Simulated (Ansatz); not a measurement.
# ZnCd3O4: the cost of one run

Program: Ansatz 0.2.0. Level of theory: DFT PBE, scalar-relativistic, plane waves, PAW. These are calculated values, not measurements.

## (1) Starting point

The structure is tetragonal, space group P-4m2 (No. 115). Conventional cell: a = 3.517 Å, b = 3.517 Å, c = 10.102 Å, α = 90.00°, β = 90.00°, γ = 90.00°. Zn (site symmetry -4m2) has 4 O at 2.03 Å in its first shell of neighbours. Cd (site symmetry 2mm) has 4 O at 2.22 Å in its first shell of neighbours. Around Cd (site symmetry -4m2) lie 4 O at 2.22 Å. O (site symmetry 2mm) is surrounded by 2 Zn at 2.03 Å and 2 Cd at 2.22 Å. O (site symmetry 2mm) has 4 Cd at 2.22 Å in its first shell of neighbours.

Structure file:

```xyz
8
Lattice="3.5171 0.0000 0.0000 0.0000 3.5171 0.0000 0.0000 0.0000 10.1021" Properties=species:S:1:pos:R:3 pbc="T T T"
Zn    1.7586    1.7586    0.0000
Cd    0.0000    0.0000    7.7463
Cd    0.0000    0.0000    2.3558
Cd    1.7586    1.7586    5.0510
O     1.7586    0.0000    9.0968
O     0.0000    1.7586    1.0053
O     1.7586    0.0000    3.7030
O     0.0000    1.7586    6.3991
```

The cell was relaxed beforehand at this level, from a generated guess; it needn't be the stable form of this composition. At a tolerance of 0.05 Å it has space group P-4m2 (No. 115); it has 15.62 Å³/atom, an uncorrected energy of -1.09 eV/atom over the elements and, on its mesh, gap none (metal).

## (2) Volume × 0.97

File input.yaml:

```yaml
crystal:
  lattice:
    - [3.4815890275, 0.0, 0.0]
    - [0.0, 3.4815890275, 0.0]
    - [0.0, 0.0, 10.000050421]
  atoms:
    - { symbol: Zn, position: [0.5, 0.5, 0.0] }
    - { symbol: Cd, position: [0.0, 0.0, 0.766801] }
    - { symbol: Cd, position: [0.0, 0.0, 0.233199] }
    - { symbol: Cd, position: [0.5, 0.5, 0.5] }
    - { symbol: O, position: [0.5, 0.0, 0.900483] }
    - { symbol: O, position: [0.0, 0.5, 0.099517] }
    - { symbol: O, position: [0.5, 0.0, 0.366561] }
    - { symbol: O, position: [0.0, 0.5, 0.633439] }
basis:
  ecutwfc: 420
kpoints:
  mp_grid: { grid: [10, 10, 4] }
hamiltonian:
  xc: pbe
scf:
  occupations: { method: gaussian, width: 0.1 }
output:
  forces: true
  stress: true
  eigenvalues: true
relax:
  adjacent_minimum: "off"
  f_tol: 0.01
  max_steps: 30
  cell: { stress_tol: 0.1, fix: [volume] }
```

Run with:

```
$ ansatz run input.yaml --threads 4 --pin off --max-ram 8192MiB --backend cpu --events-out ev --progress --plain --runs-dir out
```

Q: Estimate wall time and peak memory on 4 threads of Arm Neoverse V1, shared host.

About 48 s, with a peak of 0.66 GiB.
